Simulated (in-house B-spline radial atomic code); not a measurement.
# Bi⁸¹⁺: RPA and G0W0 on different mean-field starts

Question: which mean-field start gives which removal energy for Bi⁸¹⁺, before and after G0W0?

The numbers are computed with an in-house B-spline radial atomic code, version 1 (RPA, second order, AC-SOSEX and G0W0 (contour deformation) on a scalar-relativistic mean field, all electrons; no spin-orbit coupling, Breit or QED terms, no two-electron picture change), except any that are marked as measured or tabulated.

### Step 1. The system

- element: bismuth (Z = 83)
- charge: +81
- electrons: 2
- configuration: 1s2
- next ion, run as well: 1s1
- Hamiltonian: scalar-relativistic (spin-free one-electron X2C), finite nucleus
- starts: Hartree-Fock, PBE, BLYP

Outer shells as boxes (Hund's rule):

Bi81+
```
1s [↑↓]
```

### Step 2. Hartree-Fock start

Settings, as recorded:

```ini
Z = 83
electrons = 2.0
configuration = 1s2
hamiltonian = x2c
method = hf
lmax = 9
rms_radius = 5.5211
spin_polarised = False
box_radius = 1.47
intervals = 58
```

The run is started by

```bash
$ python run_gw.py task.json out
```

One command runs all members of the session, one after another, from task.json.

Further steps of the session: PBE start; BLYP start.

Q: Predict the outcome of this session. Wanted: highest level, mean field; highest level, G0W0; RPA correlation energy; RPA+SOSEX.

**Answer**, as computed:

```
                                          quantity                                                          value
   highest level, mean field (range over the runs)                                    -102542.00 to -101908.28 eV
         highest level, G0W0 (range over the runs)                                    -102540.69 to -102540.48 eV
                            RPA correlation energy                                     -0.1737 to -0.1723 hartree
                                         RPA+SOSEX                                     -0.0868 to -0.0862 hartree
tabulated theoretical ionisation energy (1s shell)  102252 eV (NIST Atomic Spectra Database, ionization energies)
               G0W0 removal energy less that value                                                        +289 eV
```

What this shows: G0W0 turns a spread of 634 eV among the starts into one of 0.22 eV, 0.034 % of it. Semilocal starts leave the level too high; G0W0 lowers it by 624 to 632 eV. The RPA energy is largest in size on BLYP and smallest on Hartree-Fock, 0.79 % apart. All runs miss the tabulated theoretical ionisation energy, 102252 eV, by about +289 eV (+0.28 %), far more than they differ among themselves. At this charge the missing Breit, QED and picture-change terms are part of the miss. Read as a removal energy, the bare PBE level is off by -344 eV (-0.34 %) and the nearest bare level, Hartree-Fock's, by +290 eV. As differences of total energies the mean miss over the starts is 300 eV for mean field, 291 eV for RPA, 289 eV for RPA+SOSEX.
